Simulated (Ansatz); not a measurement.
Write a Python script for the Ansatz DFT code, driven from Python that makes a cohesive energy from free atoms of Rb3Cd and its free atoms. Level of theory (first run): PBEsol, PAW, cutoff 520 eV, 7×7×7 k-points, Fermi-Dirac smearing of 0.02 eV.

The script, `cohesive_rb3cd.py`:
```python
'''Binding of Rb3Cd against spin-polarised atoms in a box.'''

from collections import Counter
import warnings

import ansatz as az


def counts(outcome):
    return Counter(site.symbol for site in outcome.lattice.sites)

UNPAIRED = {'Rb': 1, 'Cd': 0}  # unpaired electrons of the free atoms


def ground_state(name, crystal):
    calc = (
        crystal.calculation()
        .functional('PBEsol')
        .basis(520)
        .kpoints(spacing=0.16)
        .occupations('fermi_dirac', width=0.02)
    )
    if name.endswith(' atom'):
        calc = calc.kpoints(1, 1, 1).occupations('fermi_dirac', width=0.01)
        if UNPAIRED[name.split()[0]]:
            calc = calc.spin('collinear')
        return calc.run(threads=1)
    calc = calc.relax(force_tolerance=0.03, max_steps=40, cell=True)
    return calc.run(threads=1)


def main() -> None:
    warnings.simplefilter('ignore', az.DeckWarning)

    phases = {}
    rb3cd = (
        az.Lattice.of((0.0, 5.00101, 5.00101), (5.00101, 0.0, 5.00101), (5.00101, 5.00101, 0.0))
        .atom('Rb', (0.25, 0.25, 0.25))
        .atom('Rb', (0.75, 0.75, 0.75))
        .atom('Rb', (0.5, 0.5, 0.5))
        .atom('Cd', (0.0, 0.0, 0.0))
    )
    phases['Rb3Cd'] = rb3cd
    # free atoms: a low-symmetry box, moments by the rule of Hund
    for element, moment in UNPAIRED.items():
        phases[f'{element} atom'] = az.Lattice.orthorhombic(10.0, 10.5, 11.0).atom(element, (0.5, 0.5, 0.5), moment=moment or None)

    done = {name: ground_state(name, crystal) for name, crystal in phases.items()}

    for element in UNPAIRED:
        atom = done[f'{element} atom'].report
        print(f'{element} atom: {atom["energy_sigma0_ev"]:.4f} eV, moment {atom["magnetization_mub"]:.2f} muB')
    solid = done['Rb3Cd']
    n = counts(solid)
    binding = (sum(k * done[f'{e} atom'].report['energy_sigma0_ev'] for e, k in n.items()) - solid.report['energy_sigma0_ev']) / sum(n.values())
    print(f'cohesive energy {binding:.3f} eV/atom = {96.4853 * binding:.0f} kJ/mol of atoms (no zero-point energy)')


if __name__ == '__main__':
    main()
```

```console
$ python cohesive_rb3cd.py
Rb atom: -3216.2196 eV, moment 1.00 muB
Cd atom: -8182.8684 eV, moment 0.00 muB
cohesive energy 0.774 eV/atom = 75 kJ/mol of atoms (no zero-point energy)
```

Notes:
- Absolute energies stand on the zero of these potentials, so only differences at equal settings mean something.
- Other magnetic orders than the one started from may lie lower.
- For the metals among these phases the mesh is modest: differences between phases can be off by up to 40 meV an atom.
- The cells come from databases of deposited and of computed structures, and not all need be stable phases.
- Free atoms in a box carry small image and symmetry errors, and spin-orbit coupling is left out.
- Hardware and time: 99 s on 1 thread of Arm Neoverse V2, with other jobs on the host, peak memory 1 GiB.
